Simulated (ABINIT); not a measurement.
Input of an ABINIT 10.8.3 (patched build) run:

The input run.abi:

```
# Pseudopotentials
pp_dirpath "./"
pseudos "Ru.upf, Nb.upf, C.upf"

# Structure
acell 7.6819974788 7.6819974788 7.6819974788
rprim
     1.0000000000     0.0000000000     0.0000000000
     0.0000000000     1.0000000000     0.0000000000
     0.0000000000     0.0000000000     1.0000000000
ntypat 3
znucl 44 41 6
natom 5
typat 1 1 1 2 3
xred
     0.5000000000     0.5000000000     0.0000000000
     0.5000000000     0.0000000000     0.5000000000
     0.0000000000     0.5000000000     0.5000000000
     0.0000000000     0.0000000000     0.0000000000
     0.5000000000     0.5000000000     0.5000000000

# Plane-wave basis
ecut 42.0

# k points
kptopt 1
ngkpt 7 7 7
nshiftk 1
shiftk 0.0 0.0 0.0

# Exchange and correlation
ixc -116133

# Bands and occupations
nband 39
occopt 3
tsmear 0.05 eV

# SCF cycle
nstep 100
tolvrs 1.0e-10

# Output
iomode 3
prtwf 0
prtden 0
prteig 0
prtebands 0
enunit 1
```

Potentials or basis: PseudoDojo NC SR PBEsol v0.4.1 standard.

Launch:

```bash
$ mpirun --bind-to none -np 4 abinit run.abi > log 2>&1
```

(1) Predict the band gap on the k mesh.

(2) Estimate the pressure.

Answers

(1) none (metal or under the smearing width).

(2) -11.4 GPa.
